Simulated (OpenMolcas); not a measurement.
# Cr³⁺ among point charges: CASSCF and CASPT2 levels and susceptibility

How does a field of 6 point charges split the states of Cr³⁺, and what χT follows?

Program: OpenMolcas 26.06. Level of theory: state-averaged CASSCF and CASPT2, spin-orbit coupling by RASSI with atomic mean-field integrals. These are calculated values, not measurements, unless marked.

## (1) Starting point

* Species: Cr³⁺ (chromium, Z = 24, 21 electrons)
* Basis: ANO-RCC-VDZP [5s4p2d1f], 34 functions
* Scalar Hamiltonian: DKH2, point nucleus
* Inactive shells: 1s 2s 2p 3s 3p
* Active space: 3 electrons in 5 orbitals (3d)
* Some configurations of this space: 3d³
* Orbitals: optimised for each spin and parity, averaged over all roots

Outer shells as boxes (Hund's rule):

3d3
```
3d [↑ ][↑ ][↑ ][  ][  ]
```

The ion sits among 6 point charges of -1 e arranged as a trigonal prism (D3h), 1.85 Å from the ion, with a polar angle of 54.0° against the regular 49.1°.

The work runs as a chain of OpenMolcas steps in one folder; each step below is one input file. Labels, J, g values, rates, χT and fits are worked out afterwards by a script from the matrices that RASSI stores.

## (2) Basis and integrals

Contents of a.inp:

```
&GATEWAY
Coord
1

Cr 0.0 0.0 0.0
Basis=ANO-RCC-VDZP
Group=NoSym
NoMove
AngMom=0.0 0.0 0.0
AMFI
XField
6 Angstrom 0
1.496871 0.000000 1.087141 -1.000000
-0.748436 1.296328 1.087141 -1.000000
-0.748436 -1.296328 1.087141 -1.000000
1.496871 0.000000 -1.087141 -1.000000
-0.748436 1.296328 -1.087141 -1.000000
-0.748436 -1.296328 -1.087141 -1.000000
&SEWARD
```

Started as:

```
> OMP_NUM_THREADS=1 MOLCAS_MEM=1689 MOLCAS_PROJECT=a pymolcas a.inp > a.log
```

The log of the run:

```text
Basis set label: CR.ANO-RCC...5S4P2D1F.

      Electronic valence basis set:
      ------------------
      Associated Effective Charge  24.000000 au
      Associated Actual Charge     24.000000 au
      Nuclear Model: Point charge

      Shell  nPrim  nBasis  Cartesian Spherical Contaminant
         s      21       5        X
         p      15       4        X
         d      10       2                 X
         f       6       1                 X
                  Relativistic Douglas-Kroll-Hess integrals:
                    - DKH order of Hamiltonian: 2
                    - DKH order of Properties : 0
                  Atomic mean-field integrals
```

## (3) Reference wave functions, quartets, 10 roots

Contents of a.inp:

```
&RASSCF
FileOrb=start.orb
Symmetry=1
Spin=4
nActEl=3 0 0
Inactive=9
Ras2=5
CIRoot=10 10 1
SDav=10
CIMx=300
Iter=120 100
PrWF=0.3
OrbListing=Nothing
MaxOrb=0
>>> COPY $Project.JobIph JOB001
```

start.orb holds the contracted functions of the basis, ordered by shell, or the orbitals of the step before.

The log of the run, cut to the lines that bear on the results:

```text
[...]
      Number of active orbitals                  5
[...]
      Spin quantum number                      1.5
[...]
      Active orbitals                            5
[...]
      Number of CSFs                            10
      Number of root(s) required                10
[...]
      Convergence after  8 iterations
[...]
      Natural orbitals and occupation numbers for root  1
      sym 1:   1.000000   0.147923   0.852077   0.147923   0.852077
      Natural orbitals and occupation numbers for root  2
      sym 1:   0.500003   0.500003   1.000000   0.499997   0.499997
      Natural orbitals and occupation numbers for root  3
      sym 1:   0.499993   0.500007   1.000000   0.499993   0.500007
::    RASSCF root number  1 Total energy:  -1052.92011960
::    RASSCF root number  2 Total energy:  -1052.91488250
::    RASSCF root number  3 Total energy:  -1052.91487742
[...]
::    RASSCF root number  7 Total energy:  -1052.90417529
::    RASSCF root number  8 Total energy:  -1052.83406949
::    RASSCF root number  9 Total energy:  -1052.83406945
::    RASSCF root number 10 Total energy:  -1052.83071181
```

## (4) Reference wave functions, doublets, 40 roots

Contents of a.inp:

```
&RASSCF
FileOrb=start.orb
Symmetry=1
Spin=2
nActEl=3 0 0
Inactive=9
Ras2=5
CIRoot=40 40 1
SDav=40
CIMx=300
Iter=120 100
PrWF=0.3
OrbListing=Nothing
MaxOrb=0
>>> COPY $Project.JobIph JOB002
```

Started as:

```
> OMP_NUM_THREADS=1 MOLCAS_MEM=1689 MOLCAS_PROJECT=a pymolcas a.inp > a.log
```

The log of the run, cut to the lines that bear on the results:

```text
[...]
      Number of active orbitals                  5
[...]
      Spin quantum number                      0.5
[...]
      Active orbitals                            5
[...]
      Number of CSFs                            40
      Number of root(s) required                40
[...]
      Convergence after  7 iterations
[...]
      Natural orbitals and occupation numbers for root  1
      sym 1:   1.292932   0.264560   0.272739   0.767966   0.401803
      Natural orbitals and occupation numbers for root  2
      sym 1:   1.292874   0.272739   0.264560   0.401720   0.768107
      Natural orbitals and occupation numbers for root  3
      sym 1:   0.875028   0.245159   0.254349   0.750176   0.875288
::    RASSCF root number  1 Total energy:  -1052.83656399
::    RASSCF root number  2 Total energy:  -1052.83656399
::    RASSCF root number  3 Total energy:  -1052.83480440
[...]
::    RASSCF root number 27 Total energy:  -1052.79286137
::    RASSCF root number 28 Total energy:  -1052.79286137
::    RASSCF root number 29 Total energy:  -1052.73005589
::    RASSCF root number 30 Total energy:  -1052.72990871
```

## (5) RASSI: spin-orbit coupling between the states

Contents of a.inp:

```
&RASSI
NrOfJobIphs=2 10 40
1 2 3 4 5 6 7 8 9 10
1 2 3 4 5 6 7 8 9 10 11 12 13 14 15 16 17 18 19 20 21 22 23 24 25 26 27
28 29 30 31 32 33 34 35 36 37 38 39 40
IphNames
JOB001
JOB002
EJob
SpinOrbit
DIPRint=1.0
SOCoupling=1000.0
Subsets=2
Property=9
'ANGMOM' 1 'ANGMOM' 2 'ANGMOM' 3 'MLTPL  1' 1 'MLTPL  1' 2 'MLTPL  1' 3
'AMFI' 1 'AMFI' 2 'AMFI' 3
SOProperty=3
'ANGMOM' 1 'ANGMOM' 2 'ANGMOM' 3
```

Started as:

```
> OMP_NUM_THREADS=1 MOLCAS_MEM=1689 MOLCAS_PROJECT=a pymolcas a.inp > a.log
```

The log of the run:

```text
SPIN-FREE ENERGIES:
  (Shifted by EMIN (a.u.) =      -1052.9201196041)

 SF State       Relative EMIN(au)   Rel lowest level(eV)    D:o, cm**(-1)      L_eff

     1             0.0000000000        0.0000000000              0.0000         3.0
     2             0.0052371054        0.1425088980           1149.4118         3.0
     3             0.0052421885        0.1426472160           1150.5274         3.0
     4             0.0062434568        0.1698931133           1370.2804         3.0
     5             0.0062434631        0.1698932861           1370.2818         3.0
     6             0.0159443109        0.4338668023           3499.3718         3.0
     7             0.0159443175        0.4338669813           3499.3732         3.0
    11             0.0835556124        2.2736640417          18338.3372         4.0
    12             0.0835556150        2.2736641122          18338.3378         4.0
    13             0.0853152079        2.3215450742          18724.5238         4.1
    14             0.0853152079        2.3215450742          18724.5238         4.1
    15             0.0855362262        2.3275592904          18773.0317         4.0
    16             0.0856530831        2.3307391278          18798.6788         4.0
     8             0.0860501141        2.3415428906          18885.8171         1.0
     9             0.0860501505        2.3415438817          18885.8251         1.0
    17             0.0882362282        2.4010300866          19365.6137         4.0
    18             0.0882362386        2.4010303696          19365.6159         4.0
    19             0.0884302447        2.4063095456          19408.1954         3.9
    10             0.0894077971        2.4329100994          19622.7433         1.0
    20             0.1083813346        2.9492063581          23786.9535         2.8
    21             0.1105846874        3.0091626407          24270.5335         3.2
    22             0.1105846922        3.0091627730          24270.5346         3.2
    23             0.1120003353        3.0476843830          24581.2323         5.0
    24             0.1120381669        3.0487138326          24589.5354         5.0
    25             0.1137222499        3.0945400681          24959.1489         5.0
    26             0.1137222499        3.0945400681          24959.1489         5.0
    27             0.1144901835        3.1154366045          25127.6908         4.7
    28             0.1144901835        3.1154366045          25127.6908         4.7
    29             0.1147227625        3.1217654012          25178.7360         4.9
    30             0.1147227648        3.1217654637          25178.7365         4.9
    31             0.1177668389        3.2045989410          25846.8336         3.0
    32             0.1177668411        3.2045989994          25846.8340         3.0
    33             0.1215940897        3.3087437391          26686.8180         4.1
    34             0.1229499406        3.3456383221          26984.3929         2.2
    35             0.1268059784        3.4505664578          27830.6954         3.0
    36             0.1268060074        3.4505672470          27830.7017         3.0
    37             0.1272582361        3.4628730142          27929.9544         2.5
    38             0.1272582375        3.4628730532          27929.9548         2.5
    39             0.1900637155        5.1718971728          41714.1639         3.0
    40             0.1902108903        5.1759020045          41746.4650         3.0
Eigenvalues of complex Hamiltonian:
   -----------------------------------
  (Shifted by EMIN (a.u.) =      -1052.9201196041)

 SO State       Relative EMIN(au)   Rel lowest level(eV)    D:o, cm**(-1)     J-value

     1            -0.0007285551        0.0000000000              0.0000         2.7
     2            -0.0007285551        0.0000000000              0.0000         2.7
     3            -0.0003088416        0.0114209862             92.1165         2.9
     4            -0.0003088416        0.0114209862             92.1165         2.9
     5             0.0030617938        0.1031406495            831.8854         1.5
     6             0.0030617938        0.1031406495            831.8854         1.5
     7             0.0044188634        0.1400683938           1129.7278         1.9
     8             0.0044188634        0.1400683938           1129.7278         1.9
     9             0.0056445714        0.1734216082           1398.7396         3.1
    10             0.0056445714        0.1734216082           1398.7396         3.1
    11             0.0058121864        0.1779826431           1435.5268         2.0
    12             0.0058121864        0.1779826431           1435.5268         2.0
    13             0.0063602449        0.1928960742           1555.8118         3.8
    14             0.0063602449        0.1928960742           1555.8118         3.8
    15             0.0064782084        0.1961060267           1581.7018         3.4
    16             0.0064782084        0.1961060267           1581.7018         3.4
    17             0.0067281638        0.2029076596           1636.5606         2.9
    18             0.0067281638        0.2029076596           1636.5606         2.9
    19             0.0072269806        0.2164811541           1746.0383         1.7
    20             0.0072269806        0.2164811541           1746.0383         1.7
    21             0.0147358121        0.4208068686           3394.0363         2.9
    22             0.0147358121        0.4208068686           3394.0363         2.9
    23             0.0157512772        0.4484390830           3616.9051         3.3
    24             0.0157512772        0.4484390830           3616.9051         3.3
    25             0.0166066509        0.4717149867           3804.6380         3.2
    26             0.0166066509        0.4717149867           3804.6380         3.2
    27             0.0173212759        0.4911609237           3961.4800         2.7
    28             0.0173212759        0.4911609237           3961.4800         2.7
    29             0.0826494249        2.2688304181          18299.3514         3.5
    30             0.0826494249        2.2688304181          18299.3514         3.5
    31             0.0837569932        2.2989688864          18542.4346         2.9
    32             0.0837569932        2.2989688864          18542.4346         2.9
    33             0.0842844741        2.3133223746          18658.2033         1.8
    34             0.0842844741        2.3133223746          18658.2033         1.8
    35             0.0851208111        2.3360802639          18841.7580         1.0
    36             0.0851208111        2.3360802639          18841.7580         1.0
    37             0.0854630318        2.3453925626          18916.8668         3.6
    38             0.0854630318        2.3453925626          18916.8668         3.6
    39             0.0855182319        2.3468946349          18928.9818         1.5
    40             0.0855182319        2.3468946349          18928.9818         1.5
    41             0.0855262894        2.3471138889          18930.7502         1.9
Weights of the five most important spin-orbit-free states for each spin-orbit state.

 SO State  Total energy (au)           Spin-free states, spin, and weights
 -------------------------------------------------------------------------------------------------------
    1        -0.000729       1 1.5  0.9040    4 1.5  0.0476    5 1.5  0.0476   19 0.5  0.0002    6 1.5  0.0002
    2        -0.000729       1 1.5  0.9040    4 1.5  0.0476    5 1.5  0.0476   19 0.5  0.0002    6 1.5  0.0002
    3        -0.000309       1 1.5  0.9586    5 1.5  0.0204    4 1.5  0.0204    6 1.5  0.0002    7 1.5  0.0002
    4        -0.000309       1 1.5  0.9586    5 1.5  0.0204    4 1.5  0.0204    6 1.5  0.0002    7 1.5  0.0002
    5         0.003062       2 1.5  0.4963    3 1.5  0.4951    6 1.5  0.0034    7 1.5  0.0034    5 1.5  0.0006
    6         0.003062       2 1.5  0.4963    3 1.5  0.4951    6 1.5  0.0034    7 1.5  0.0034    5 1.5  0.0006
    7         0.004419       2 1.5  0.4954    3 1.5  0.4918    6 1.5  0.0048    7 1.5  0.0048    5 1.5  0.0015
    8         0.004419       2 1.5  0.4954    3 1.5  0.4918    6 1.5  0.0048    7 1.5  0.0048    5 1.5  0.0015
    9         0.005645       4 1.5  0.4955    5 1.5  0.4954    1 1.5  0.0034    6 1.5  0.0028    7 1.5  0.0028
   10         0.005645       4 1.5  0.4955    5 1.5  0.4954    1 1.5  0.0034    6 1.5  0.0028    7 1.5  0.0028
   11         0.005812       3 1.5  0.4982    2 1.5  0.4947    7 1.5  0.0034    6 1.5  0.0034   13 0.5  0.0001
   12         0.005812       3 1.5  0.4982    2 1.5  0.4947    7 1.5  0.0034    6 1.5  0.0034   13 0.5  0.0001
```

These steps: 25 s of run time, 1 thread, shared host.

States without spin-orbit coupling:

```tsv
state	degeneracy	E (cm-1)	free-ion L (%)
4A2	1	0	F (100)
4A2	1	1149	F (100)
4A1	1	1151	F (100)
4E	2	1370	F (100)
4E	2	3499	F (100)
2E	2	18338	G (89)
2E	2	18725	G (88)
2A2	1	18773	G (100)
2A1	1	18799	G (100)
4E	2	18886	P (100)
2E	2	19366	G (97)
2A1	1	19408	G (94)
4A2	1	19623	P (100)
2A2	1	23787	P (68)
2E	2	24271	P (58)
2A1	1	24581	H (100)
2A2	1	24590	H (100)
2E	2	24959	H (100)
2E	2	25128	H (83)
2E	2	25179	H (88)
2E	2	25847	P (34)
2A2	1	26687	H (69)
2A1	1	26984	D (94)
2E	2	27831	D (64)
```

With spin-orbit coupling:

```tsv
E (cm-1)	Degeneracy	Label	2S+1	g
0.0	2	E1/2	4	1.98 2.43 2.43
92.1	2	E3/2	4	0.00 0.00 5.92
831.9	2	E3/2	4	
1130	2	E1/2	4	0.01 0.01 4.02
1399	2	E1/2	4	2.86 2.88 2.88
1436	2	E1/2	4	0.01 0.01 8.01
1556	2	E1/2	4	1.12 4.42 4.42
1582	2	E3/2	4	0.00 0.00 4.02
1637	2	E1/2	4	0.00 0.00 7.95
1746	2	E3/2	4	0.00 0.00 12.00
3394	2	E1/2	4	0.03 0.03 1.97
3617	2	E3/2	4	0.00 0.00 2.03
3805	2	E1/2	4	0.00 0.00 6.01
3961	2	E1/2	4	0.00 0.00 9.98
18299	2	E3/2	2	0.00 0.00 2.00
18542	2	E1/2	2	0.48 0.48 5.22
18658	2	E1/2	2	0.48 0.48 6.38
18842	2	E1/2	4	0.09 0.09 3.96
18917	2	E1/2	2	0.33 0.33 4.62
18929	2	E1/2	4	0.06 0.56 0.56
18931	2	E3/2	2	0.00 0.00 9.97
19037	2	E3/2	4	0.00 0.00 4.08
19191	2	E1/2	4	0.03 0.03 7.96
19229	2	E1/2	2	0.35 0.35 7.42
```

The table of states holds 24 of 33 computed; the rest, higher up, is left out. Labels of spin-orbit levels are those of the rotation subgroup (D3 for D3h). Principal g values are given for doublets only; a zero marks a field direction without first-order Zeeman splitting.

Powder χT (cm³ K/mol): 0.50 at 2 K, 0.52 at 5 K, 0.54 at 10 K, 0.59 at 20 K, 0.76 at 50 K, 0.96 at 100 K, 1.09 at 150 K, 1.19 at 200 K, 1.27 at 250 K, 1.35 at 300 K.

## (6) CASPT2: IPEA 0.25, imaginary shift 0.1 (closed shells correlated: 3s 3p)

Contents of a.inp:

```
>>> COPY JOB001 $Project.JobIph
&CASPT2
Multistate=10 1 2 3 4 5 6 7 8 9 10
NoMult
Frozen=5
IPEA=0.25
Imaginary=0.1
MaxIter=60
WThr=0.0 0.3 0.05
PrWF=0.5
NoMix
>>> COPY JOB002 $Project.JobIph
&CASPT2
Multistate=40 1 2 3 4 5 6 7 8 9 10 11 12 13 14 15 16 17 18 19 20 21 22
23 24 25 26 27 28 29 30 31 32 33 34 35 36 37 38 39 40
NoMult
Frozen=5
IPEA=0.25
Imaginary=0.1
MaxIter=60
WThr=0.0 0.3 0.05
PrWF=0.5
NoMix
```

Started as:

```
> OMP_NUM_THREADS=1 MOLCAS_MEM=1689 MOLCAS_PROJECT=a pymolcas a.inp > a.log
```

The log of the run, cut to the lines that bear on the results:

```text
[...]
      Active orbitals                            5
[...]
      E2 (Variational):          -0.2577571159
      Total energy:           -1053.1778767200
[...]
::    CASPT2 Root  1     Total energy:  -1053.17787672
::    CASPT2 Root  2     Total energy:  -1053.17416372
[...]
::    CASPT2 Root 27     Total energy:  -1053.06848653
::    CASPT2 Root 28     Total energy:  -1053.06857592
::    CASPT2 Root 29     Total energy:  -1053.00949362
::    CASPT2 Root 30     Total energy:  -1053.00939851
```

This run took 11 s in all on 1 thread, shared host.

SS-CASPT2: lowest energy less the reference's lowest, -0.2578 hartree; reference weights 0.948 to 0.960.

States without spin-orbit coupling:

```tsv
state	degeneracy	E (cm-1)	free-ion L (%)
4A2	1	0	F (100)
4A2	1	815	F (100)
4A1	1	816	F (100)
4E	2	1153	F (100)
4E	2	4326	F (100)
4E	2	16134	P (100)
2E	2	16277	G (89)
2A2	1	16339	G (100)
2A1	1	16346	G (100)
2E	2	16605	G (88)
2A1	1	16826	G (94)
2E	2	17014	G (97)
4A2	1	17177	P (100)
2A2	1	20892	P (68)
2E	2	21763	P (58)
2A1	1	22460	D (94)
2E	2	22593	P (34)
2A1	1	22983	H (100)
2A2	1	23005	H (100)
2E	2	23296	H (83)
2E	2	23654	H (88)
2E	2	23764	H (100)
2E	2	23999	D (87)
2E	2	24911	D (64)
```

With spin-orbit coupling:

```
E (cm-1)  Degeneracy  Label  2S+1                g
       0           2   E1/2     4   1.98 2.24 2.24
     110           2   E3/2     4   0.00 0.00 5.90
     530           2   E3/2     4                 
     830           2   E1/2     4   0.02 0.02 4.00
    1130           2   E1/2     4   0.02 0.02 8.00
    1210           2   E1/2     4   2.89 3.05 3.05
    1390           2   E1/2     4   1.12 4.80 4.80
    1410           2   E3/2     4   0.00 0.00 4.08
    1440           2   E3/2     4  0.00 0.00 12.00
    1450           2   E1/2     4   0.00 0.00 7.98
    4230           2   E1/2     4   0.01 0.01 2.00
    4450           2   E3/2     4   0.00 0.00 2.00
    4640           2   E1/2     4   0.00 0.00 6.00
    4810           2   E1/2     4   0.00 0.00 9.99
   16120           2   E1/2     4   0.30 0.30 3.97
   16210           2   E1/2     4   0.04 0.05 0.05
   16250           2   E3/2     2   0.00 0.00 2.37
   16290           2   E1/2     2   0.12 0.12 4.46
   16330           2   E3/2     4   0.00 0.00 3.68
   16430           2   E1/2     2   0.03 0.03 7.07
   16460           2   E1/2     4   0.00 0.00 7.87
   16730           2   E1/2     2   0.32 0.32 5.61
   16840           2   E3/2     2   0.00 0.00 9.97
   16900           2   E1/2     2   1.32 2.77 2.77
```

Powder χT (cm³ K/mol): 0.44 at 2 K, 0.46 at 5 K, 0.48 at 10 K, 0.51 at 20 K, 0.65 at 50 K, 0.85 at 100 K, 0.99 at 150 K, 1.09 at 200 K, 1.18 at 250 K, 1.27 at 300 K.

## (7) The methods side by side

A. CASSCF
B. SS-CASPT2, IPEA 0.25, imaginary shift 0.1 (closed shells correlated: 3s 3p)

```tsv
method	ground state	first state of that spin (cm-1)	first gap with spin-orbit (cm-1)	χT at 300 K
A	4A2	4A2 1149	92.1	1.35
B	4A2	4A2 814.9	106.7	1.27
```

## (8) Summary of results

| quantity | value |
| --- | --- |
| method | SS-CASPT2, IPEA 0.25, imaginary shift 0.1 (closed shells correlated: 3s 3p) |
| spin-free ground state | 4A2, 1-fold in its orbital part |
| first state of the same spin within the active space | 4A2 at 815 cm⁻¹ |
| lowest level | 2-fold E1/2, g = 1.98, 2.24, 2.24 |
| next level | 106.7 cm⁻¹ |
| χT at 300 K | 1.27 cm³ K/mol |
| effective moment at 300 K | 3.19 μB |

Cost by method:

```tsv
method	time of its own steps	time with the reference
A. CASSCF	25 s	25 s
B. SS-CASPT2, IPEA 0.25, imaginary shift 0.1, +3s 3p	11 s	36 s
```

Times are of one thread on a shared host.

**Reading.** The spin-free ground state (4A2) comes to 100 % from free-ion F terms and keeps the highest spin of the shell. χT at 300 K is 1.27, against 1.88 cm³ K/mol for the spin alone, so spin-orbit coupling lowers it. CASPT2 does not keep the components of a term degenerate, and the means are used. The field of point charges can differ much from that of real complexes. Point charges carry no covalency, so the field is a model and not that of real ligands.
